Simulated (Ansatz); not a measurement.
HfIn4SiO6:

```
Hf In Si O
1.0
     2.71585   -4.70357    0.00833
     2.71585    4.70357    0.00833
    -1.87915    0.00000    7.40127
Hf In Si O
1 4 1 6
Direct
  0.78835 0.21165 0.00000
  0.62175 0.37825 0.50000
  0.45502 0.54498 0.00000
  0.28407 0.71593 0.50000
  0.95814 0.04186 0.50000
  0.12168 0.87832 0.00000
  0.06219 0.11415 0.86666
  0.88585 0.93781 0.13334
  0.79490 0.53784 0.86663
  0.46216 0.20510 0.13337
  0.15352 0.62879 0.13333
  0.37121 0.84648 0.86667
```

The cell was built by a generator and needn't be a form met in nature.

Base run:

```yaml
Program: Ansatz 0.2.0
Functional: PBE
Potentials_or_basis: all-electron LAPW, scalar-relativistic
Cutoff: 375 eV
Density_cutoff: 1498 eV
Basis_error_allowed: 0.002 eV/atom
k_mesh: 4 × 4 × 3
Occupations: fermi-dirac, width 0.05 eV
Spin: no spin polarisation
Hubbard_terms: Hf d U = 6 eV
```

Its results: band gap on the k mesh none (metal or under the smearing width); pressure 1.2 GPa; largest force 0.310 eV/Å.

Problem. The run is repeated on the same cell with these changes: hubbard terms from Hf d U = 6 eV to Hf d U = 3 eV. What comes out?

Solution. Band gap on the k mesh none (metal or under the smearing width); pressure 0.4 GPa; largest force 0.137 eV/Å.

Caveats: the k mesh is thin for a metal, which can move the energy by tens of meV per atom; U is the effective U less J, on atomic orbitals that reach past the spheres; U without spin polarisation on a metal has little footing.

Not every run made on this cell is shown here.
